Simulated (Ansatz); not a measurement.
The system is YMnO3.

```
Y Mn O
1.0
     3.63011    0.00000    0.00000
    -1.81506    3.14377    0.00000
     0.00000    0.00000   11.35350
Y Mn O
2 2 6
Direct
  0.00000 0.00000 0.50000
  0.00000 0.00000 0.00000
  0.66667 0.33333 0.75000
  0.33333 0.66667 0.25000
  0.66667 0.33333 0.91293
  0.33333 0.66667 0.41293
  0.66667 0.33333 0.58707
  0.33333 0.66667 0.08707
  0.00000 0.00000 0.75000
  0.00000 0.00000 0.25000
```

Measurements of this composition are mostly on another form, of space group No. 185.

- Program: Ansatz 0.2.0
- Task: relaxation of cell and atoms
- Functional: PBE
- Potentials or basis: Ansatz PAW
- Cutoff: 420 eV (not typed: the program's choice for these potentials)
- k mesh: 8 × 8 × 3
- Occupations: fermi-dirac, width 0.05 eV
- Spin: collinear spin, ferromagnetic start
- Starting moments: [0.0, 0.0, 4.0, 4.0, 0.0, 0.0, 0.0, 0.0, 0.0, 0.0] μB

At the start: volume 12.96 Å³/atom.

Problem. How do energy, volume and symmetry change on relaxing?

Solution. It ends after 8 steps and the volume is 12.72 Å³/atom (-1.8 %); space group P6_3/mmc (No. 194, to 0.05 Å); moment 8.00 μB per cell.

The path:
```
step  energy change (eV)  largest force (eV/Å)  volume (Å³)
   1              0.0000                0.7825       129.57
   2             -0.0469                0.1787       125.64
   3             -0.0690                0.0915       127.34
   4             -0.0711                0.0480       127.63
   5             -0.0730                0.0066       127.34
   6             -0.0661                0.0067       127.34
   7             -0.0664                0.0011       127.25
   8             -0.0659                0.0011       127.25
```

Final structure:
```xyz
10
Lattice="3.6049 0.0000 0.0000 -1.8025 3.1219 0.0000 0.0000 0.0000 11.3066" Properties=species:S:1:pos:R:3 pbc="T T T"
Y     0.0000    0.0000    5.6533
Y     0.0000    0.0000    0.0000
Mn    1.8025    1.0406    8.4799
Mn    0.0000    2.0813    2.8266
O     1.8025    1.0406   10.3519
O     0.0000    2.0813    4.6986
O     1.8025    1.0406    6.6080
O     0.0000    2.0813    0.9547
O     0.0000    0.0000    8.4799
O     0.0000    0.0000    2.8266
```

Caveat: the plane-wave basis is chosen anew once the cell has moved, so the energies of steps on either side of that aren't comparable; the pressure holds a Pulay correction of +0.6 GPa for the finite cutoff; only a ferromagnetic start was run, and an antiferromagnetic order may lie lower in energy.
